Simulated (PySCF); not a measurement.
# A diatomic session: SI

One table from this session's results is given with a row withheld; the runs are named, their logs left out.

Computed with PySCF 2.14.0. Level: S x2c-TZVPPall, I x2c-TZVPPall, spin-free X2C with a Gaussian nucleus.

Set-up of the first run:

The job is set up so:

| Property | Result |
| --- | --- |
| atoms | S, I |
| charge | 0 |
| basis | S x2c-TZVPPall, I x2c-TZVPPall |
| Hamiltonian | spin-free X2C with a Gaussian nucleus |
| basis functions | 102 |
| electrons treated | 69 |
| masses in u | 31.9721, 126.9045 |
| levels | PBE0, PBE, r²SCAN, BLYP, M06-2X, TPSSh, B97-3, ωB97X, HF, MP2, SCS-MP2, CCSD, CCSD(T) |
| grid | 80 radial by 434 angular points |
| occupations | held fixed by the projection of orbital angular momentum |
| dissociation limit | S + I, each in its ground configuration |
| starting distance in angstrom | 2.295 |
| values of 2S to try | 1, 3 |

Command:

```
OMP_NUM_THREADS=2 python dia.py task.json out
```

Among the steps run: The job; PBE0 along the bond; Other states along the same grid; PBE; r²SCAN (meta-GGA); BLYP (GGA); M06-2X; TPSSh; B97-3 (global hybrid GGA); ωB97X; UHF (mean field); Correlated methods on the Hartree–Fock reference.

One table of the session follows, with a row left open; its other results are not shown here.

It belongs to the step «The curves together». Energy (eV) from each level's lowest point:

```
R (Å)    UHF  UHF-MP2  UHF-SCS-MP2  UHF-CCSD  UHF-CCSD(T)
1.988  1.571    1.301        1.384       n/a          n/a
2.080  0.733    0.547        0.607     0.651        0.662
2.172  0.260    0.157        0.192     0.214        0.221
2.242  0.076    0.029        0.046     0.055        0.058
2.311  0.000    0.000        0.000     0.000        0.000
2.380      ?        ?            ?         ?            ?
2.473  0.102    0.191        0.156     0.134        0.125
2.588  0.291    0.572        0.527     0.365        0.348
2.727  0.471    1.116        1.064     0.716        0.693
2.912  0.603    1.571        1.505       n/a          n/a
```

Estimate the missing values for R (Å) = 2.380.

Worked estimate for «UHF». A straight line through the neighbours (2.311, 0.000) and (2.473, 0.102) gives 0.000 + (0.102 − 0.000) × (2.380 − 2.311) / (2.473 − 2.311) = 0.043; a parabola fitted to 4 rows on both sides gives 0.017.

The run gave: UHF: 0.005; UHF-MP2: 0.044; UHF-SCS-MP2: 0.028; UHF-CCSD: 0.021; UHF-CCSD(T): 0.018. In «UHF» the line misses by +0.038 and the parabola by +0.012.
